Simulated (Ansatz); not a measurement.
Predict the output of the script below (Ansatz's Python interface).

`prototypes.py`
```python
import warnings

import ansatz as az
import numpy as np
import spglib
from tabulate import tabulate

FUNCTIONAL = "lda"
CUTOFF_EV = 520
KSPACING = 0.33
FILLING = "cold"
SIGMA = 0.1


def bcc(A, a):
    return (
        az.Lattice.bcc(a)
        .space_group(229)
        .atom(A, [0, 0, 0])
        .primitive()
    )


def sc(a_site, a):
    return (
        az.Lattice.cubic(a)
        .space_group(221)
        .atom(a_site, [0, 0, 0])
    )


def fcc(first, a):
    return (
        az.Lattice.fcc(a)
        .space_group(225)
        .atom(first, [0, 0, 0])
        .primitive()
    )


def diamond(a_site, a):
    return az.Crystal.diamond(a_site, a=a)


def solve(name, crystal):
    calc = (
        crystal.calculation()
        .functional(FUNCTIONAL)
        .basis(CUTOFF_EV)
        .kpoints(spacing=KSPACING)
        .occupations(FILLING, width=SIGMA)
        .stress()
        .band_table()
    )
    calc = calc.relax(force_tolerance=0.03, max_steps=60, cell=True)
    return calc.run(threads=1, pin="off")


def pressure_gpa(outcome):
    return float(np.trace(outcome.report["stress_gpa"]) / 3)


def space_group(outcome):
    sites = outcome.report["lattice"]["sites"]
    kinds = sorted({site["symbol"] for site in sites})
    cell = (outcome.lattice.cell_ang, [site["position_frac"] for site in sites], [kinds.index(site["symbol"]) for site in sites])
    return spglib.get_spacegroup(cell, symprec=0.01)


def volume_per_atom(outcome):
    return abs(np.linalg.det(outcome.lattice.cell_ang)) / len(outcome.lattice.sites)

warnings.simplefilter("ignore", az.DeckWarning)

phases = {}
phases["bcc"] = bcc("Y", 4.04)
phases["sc"] = sc("Y", 3.31)
phases["fcc"] = fcc("Y", 5.09)
phases["diamond"] = diamond("Y", 7.0)

done = {}
for name, crystal in phases.items():
    done[name] = solve(name, crystal)
    print(f"{name}: {done[name].report['energy_sigma0_ev']:.4f} eV, {len(done[name].lattice.sites)} atoms")

energy = {name: o.report["energy_sigma0_ev"] / len(o.lattice.sites) for name, o in done.items()}
lowest = min(energy.values())
rows = [(name, len(o.lattice.sites), 1000 * (energy[name] - lowest), pressure_gpa(o), space_group(o), volume_per_atom(o)) for name, o in done.items()]
rows.sort(key=lambda row: row[2])
print(tabulate(rows, headers=["phase", "atoms", "dE (meV/atom)", "P (GPa)", "space group", "V (A^3/atom)"], floatfmt=".4f", tablefmt="plain"))
print("lowest in energy:", rows[0][0])
```

```console
$ python prototypes.py
bcc: -3745.4306 eV, 1 atoms
sc: -3744.8160 eV, 1 atoms
fcc: -3745.5520 eV, 1 atoms
diamond: -7487.2386 eV, 2 atoms
phase      atoms    dE (meV/atom)    P (GPa)  space group      V (A^3/atom)
fcc            1           0.0000     0.0475  Fm-3m (225)           29.5277
bcc            1         121.3474    -0.0013  Im-3m (229)           29.7979
sc             1         735.9989    -0.0005  Pm-3m (221)           30.9270
diamond        2        1932.6684    -0.0389  Fd-3m (227)           35.7840
lowest in energy: fcc
```

By space group at the end of each run: Fm-3m (+0 meV an atom, 29.5 Å³), Im-3m (+121 meV an atom, 29.8 Å³), Pm-3m (+736 meV an atom, 30.9 Å³) and Fd-3m (+1933 meV an atom, 35.8 Å³).

Notes:
- Total energies depend on the potentials; only differences at equal settings carry meaning.
- For the metals among these phases the mesh is modest: differences between phases can be off by up to 40 meV an atom.
- Pressure is positive in compression.
- The cells are built on prototypes, so most aren't the phase found in nature. Rows bear the name of their start, and a relaxation keeps or raises the symmetry. Differences under about 40 meV an atom lie within the error of mesh and functional.
- Finished in 14 s on 1 thread of Arm Neoverse V2, with other jobs on the host, peak memory 0.4 GiB.

(Lines on the test bed's own set-up are left out of the output.)
